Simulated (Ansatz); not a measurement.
Runs of Ansatz 0.2.0 on Sr2SO. Symmetry: P4/mmm, No. 123, tetragonal system. The conventional cell has a = 4.043 Å, b = 4.043 Å, c = 5.718 Å, α = 90.00°, β = 90.00°, γ = 90.00°. Around Sr (site symmetry 4/mmm) lie 2 O at 2.86 Å and 4 S at 2.86 Å. Sr (site symmetry 4/mmm) is surrounded by 2 S at 2.86 Å and 4 O at 2.86 Å. Around S (site symmetry 4/mmm) lie 6 Sr at 2.86 Å. Around O (site symmetry 4/mmm) lie 6 Sr at 2.86 Å. The cell comes from a database or a generator and needn't be the stable form of this composition.

```tsv
level	spin	gap on the mesh (eV)	pressure (GPa)
RPBE	off	2.27	1.9
PBEsol	off	2.14	-2.7
PBEsol	SOC, no magnetisation	2.12	-2.7
LDA	off	2.14	(a)
```

Alike in all rows: task band structure; potentials or basis Ansatz PAW; cell as given; k mesh 5 × 5 × 4; cutoff (eV) 420; smearing fermi-dirac 0.05 eV.

Question: Estimate the missing entries.

Answer: (a) -4.8.

Caveats: the PAW data sets come from PBE, with cores solved anew for the run's functional, which leaves a small shift of forces and pressure.

A k mesh can miss the band edges, and rows without SOC leave out spin-orbit coupling on Sr.

Runs at the PBE level aren't shown here.
